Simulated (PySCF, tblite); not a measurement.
# C₈H₁₄O: geometry, infrared bands and NMR shifts

What infrared bands and NMR shifts should C₈H₁₄O (`C=COC(=C)C(C)(C)C`) show?

The runs use tblite 0.8.0 and PySCF 2.14.0, with density-fitted response routines of our own; the level of theory stands in each step. All values are computed, except where a source is named. Atoms count from 0, in the outputs and in this text.

## 1. The molecule as given

23 atoms, charge 0, multiplicity 1; geometry from: force field or distance geometry start.

Bonds of the start (Å): C0–C1 1.35, C1–O2 1.36, O2–C3 1.41, C3–C4 1.33, C3–C5 1.54, C5–C6 1.54, C5–C7 1.54, C5–C8 1.54, C0–H9 1.09, C0–H10 1.08, C1–H11 1.07, C4–H12 1.08, C4–H13 1.09, C6–H14 1.10, C6–H15 1.10, C6–H16 1.10, C7–H17 1.08, C7–H18 1.09, C7–H19 1.10, C8–H20 1.09, C8–H21 1.10, C8–H22 1.10.

## 2. Geometry optimisation with GFN2-xTB

Job settings and geometry (Å):

```
{"job": {"kind": "relax", "xc": "GFN2-xTB", "basis": "xTB"}, "charge": 0, "multiplicity": 1}
C      2.966800    -1.905700     1.120900
C      2.187100    -1.225700     0.251600
O      1.265500    -0.320500     0.685400
C      0.576000     0.454500    -0.275400
C      1.253400     1.205900    -1.136500
C     -0.955600     0.382600    -0.132000
C     -1.353900     0.847900     1.281500
C     -1.697200     1.272400    -1.141900
C     -1.412500    -1.074600    -0.335500
H      2.866200    -1.739100     2.194800
H      3.681400    -2.629600     0.770700
H      2.238600    -1.376300    -0.807800
H      2.334900     1.232400    -1.126800
H      0.769400     1.838000    -1.878100
H     -1.025100     1.880300     1.478800
H     -2.445800     0.820000     1.425900
H     -0.920900     0.207400     2.065500
H     -1.445000     2.320700    -1.029300
H     -1.481800     0.975600    -2.172300
H     -2.783600     1.186600    -1.006500
H     -1.130200    -1.437100    -1.321800
H     -2.509000    -1.148900    -0.257200
H     -0.983400    -1.739600     0.425200
```

Launch:

```sh
OMP_NUM_THREADS=1 python probes_run.py task.json out
```

The driver reads the jobs from task.json and runs them one after another.

**Question.** This job is followed by: GFN2-xTB harmonic vibrations, gas phase; GIAO PBE0/pcSseg-1 NMR shielding, non-relativistic, gas phase. Predict these results of the whole session: strongest single infrared mode (GFN2-xTB); zero-point energy (GFN2-xTB); 13C shifts against TMS (PBE0/pcSseg-1, means over atoms taken as alike); 1H shifts against TMS (PBE0/pcSseg-1, means over atoms taken as alike); 17O shifts against H2O (PBE0/pcSseg-1).

As calculated:

| quantity | value |
| --- | --- |
| strongest single infrared mode (GFN2-xTB) | 1198 cm⁻¹, 304 km/mol |
| zero-point energy (GFN2-xTB) | 124.6 kcal/mol |
| 13C shifts against TMS (PBE0/pcSseg-1, means over atoms taken as alike) | 179.7, 155.5, 98.5, 87.7, 39.0, 29.6 ppm |
| 1H shifts against TMS (PBE0/pcSseg-1, means over atoms taken as alike) | 6.69, 4.95, 4.58, 4.37, 4.23, 1.17 ppm |
| 17O shifts against H2O (PBE0/pcSseg-1) | 201.1 ppm |

In words: The optimisation took 103 steps and gained 0.183 eV; among the close pairs (by a distance rule), O2–C3 changed most, from 1.414 to 1.373 Å. No mode is imaginary among the 63: a minimum at this level. The strongest single mode, at 1198 cm⁻¹, is spread over many atoms; the largest shares are those of O2, C1. GFN2-xTB is a fitted tight-binding method: band positions and strengths are rough. Its intensities can rank the bands wrongly. H11 (hydrogen on an alkene carbon bearing oxygen) lies farthest downfield among hydrogen, at 6.69 ppm; olefinic region.
